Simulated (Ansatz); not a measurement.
# CH6GeTeZn: geometry and vibrations

What shape does CH6GeTeZn take? The plan is to relax it, check the end point by its vibrations and derive ideal-gas thermochemistry.

Method: RKS PBE0-D4/def2-TZVP; program: Ansatz 0.2.0, Gaussian basis.

Levels to be run: relaxation at PBE0-D4/def2-TZVP; harmonic vibrations at the same level.

1 further run of the same task is left out (set aside as unsound or not needed).

**1. The system as given**

SMILES `[CH3][Zn][Te][GeH3]`, 10 atoms, charge 0, spin multiplicity 1.

Atoms are counted from 1 here; the program's logs count them from 0.

Bond lengths: C1–Zn2 2.016 Å, C1–H5 1.086 Å, C1–H6 1.087 Å, C1–H7 1.089 Å, Zn2–Te3 2.555 Å, Te3–Ge4 2.496 Å, Ge4–H8 1.494 Å, Ge4–H9 1.511 Å, Ge4–H10 1.510 Å. Angles: Zn2–C1–H5 113.5°, Zn2–C1–H6 111.7°, Zn2–C1–H7 109.4°, H5–C1–H6 107.1°, H5–C1–H7 107.4°, H6–C1–H7 107.4°, C1–Zn2–Te3 160.9°, Zn2–Te3–Ge4 76.3°, Te3–Ge4–H8 110.4°, Te3–Ge4–H9 115.7°, Te3–Ge4–H10 115.7°, H8–Ge4–H9 105.3°, H8–Ge4–H10 105.3°, H9–Ge4–H10 103.4°.

The start is a GFN2-xTB geometry. Te takes the def2 core potential; no spin-orbit term is included.

**2. Geometry optimisation, PBE0-D4/def2-TZVP**

File in.yaml:

```yaml
crystal:
  periodic: [false, false, false]
  atoms:
    - {symbol: C, position_ang: [-1.234730, 1.785280, 0.267250]}
    - {symbol: Zn, position_ang: [0.609810, 1.112310, 0.726520]}
    - {symbol: Te, position_ang: [2.625170, -0.441180, 0.954820]}
    - {symbol: Ge, position_ang: [0.991700, -1.784140, -0.371250]}
    - {symbol: H, position_ang: [-1.615400, 2.519260, 0.970680]}
    - {symbol: H, position_ang: [-1.261310, 2.242380, -0.718750]}
    - {symbol: H, position_ang: [-1.932810, 0.950100, 0.257740]}
    - {symbol: H, position_ang: [1.553830, -3.133730, -0.678520]}
    - {symbol: H, position_ang: [-0.336060, -2.047840, 0.299640]}
    - {symbol: H, position_ang: [0.599800, -1.202440, -1.708130]}
basis:
  gaussian: {orbitals: def2-TZVP}
hamiltonian: {xc: pbe0, dispersion: d4}
relax: {f_tol: 0.005, max_steps: 150}
```

After this run come: Force constants and modes.

**Question.** What will the summary of the whole plan be? Wanted: point group; shift from the start; total energy; dispersion term; dipole moment; lowest, highest wavenumber.

As calculated:

| quantity | value |
| --- | --- |
| point group | C1 |
| steps | 11 |
| shift from the start (rms) | 0.566 Å |
| total energy | -113353.4686 eV |
| dispersion term | -202 meV |
| dipole moment | 1.30 D |
| lowest, highest wavenumber | -24, 3144 cm⁻¹ |

**Reading.** The relaxed geometry lies 0.57 Å (rms) from the start; the bond that changed most is C1–Zn2, from 2.016 to 1.943 Å. One or more small negative wavenumbers (down to -24 cm⁻¹) point to a very flat motion, so a minimum isn't proven. The stiffest mode, 3144 cm⁻¹, is a C–H stretch. Harmonic hybrid wavenumbers usually lie a few per cent above measured fundamentals. The largest Mulliken charge, -0.59 e, sits on C1.
